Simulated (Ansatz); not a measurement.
# CH4InNO2: basis-set convergence

The task here is to estimate one member of a computed series from the others.

The runs use Ansatz 0.2.0, Gaussian basis; one geometry, several basis sets.

Plan: PBE0-D4/def2-SVP; ωB97M-V/def2-SVP; PBE0-D4/def2-QZVPP; ωB97M-V/def2-QZVPP; the functionals' def2-TZVPP values are taken from earlier runs.

### The relaxed structure

An earlier PBE0-D4 in a triple-zeta def2 set relaxation fixed the geometry. In takes the def2 core potential; no spin-orbit term is included.

SMILES `N=C(O)[O][InH2]`, 9 atoms, charge 0, spin multiplicity 1.

Atoms are counted from 1 here; the program's logs count them from 0.

Bond lengths: N1–C2 1.274 Å, N1–H6 1.013 Å, C2–O3 1.344 Å, C2–O4 1.316 Å, O3–H7 0.965 Å, O4–In5 2.022 Å, In5–H8 1.696 Å, In5–H9 1.702 Å. Angles: C2–N1–H6 112.5°, N1–C2–O3 119.0°, N1–C2–O4 131.2°, O3–C2–O4 109.8°, C2–O3–H7 105.2°, C2–O4–In5 126.7°, O4–In5–H8 106.7°, O4–In5–H9 114.0°, H8–In5–H9 139.3°.

The first run:

in.yaml

```yaml
crystal:
  periodic: [false, false, false]
  atoms:
    - {symbol: N, position_ang: [0.802624, 1.351224, -0.251414]}
    - {symbol: C, position_ang: [0.838628, 0.108800, -0.529072]}
    - {symbol: O, position_ang: [1.838335, -0.357584, -1.297517]}
    - {symbol: O, position_ang: [0.037535, -0.879529, -0.190553]}
    - {symbol: In, position_ang: [-1.639682, -0.746569, 0.930959]}
    - {symbol: H, position_ang: [0.010749, 1.594662, 0.332339]}
    - {symbol: H, position_ang: [2.379698, 0.413996, -1.503934]}
    - {symbol: H, position_ang: [-2.269646, -2.316229, 1.051357]}
    - {symbol: H, position_ang: [-1.998251, 0.831220, 1.457855]}
basis:
  gaussian: {orbitals: def2-SVP}
hamiltonian: {xc: pbe0, dispersion: d4}
output: {orbitals: {seedname: orbitals}}
```

The run is started by

```console
ansatz run in.yaml --threads 2 --pin off --events-out ev --progress --plain --max-ram 22528MiB --backend cpu
```

Among the steps run: PBE0-D4 in def2-SVP; ωB97M-V in def2-SVP; PBE0-D4 in def2-QZVPP; ωB97M-V in def2-QZVPP.

One of the session's tables, all rows but one given; the rest of the session is left out.

| functional | basis | HOMO (eV) | LUMO (eV) |
| --- | --- | --- | --- |
| PBE0-D4 | def2-SVP | -6.84 | -2.13 |
| PBE0-D4 | def2-TZVPP | -7.09 | -2.19 |
| PBE0-D4 | def2-QZVPP | -7.15 | -2.21 |
| ωB97M-V | def2-SVP | -9.14 | -0.54 |
| ωB97M-V | def2-TZVPP | ? | ? |
| ωB97M-V | def2-QZVPP | -9.48 | -0.73 |

Estimate the missing values for ωB97M-V, def2-TZVPP.

As computed: HOMO (eV): -9.42; LUMO (eV): -0.70. In the column «HOMO (eV)» it lies between ωB97M-V, def2-QZVPP (-9.48) and ωB97M-V, def2-SVP (-9.14).
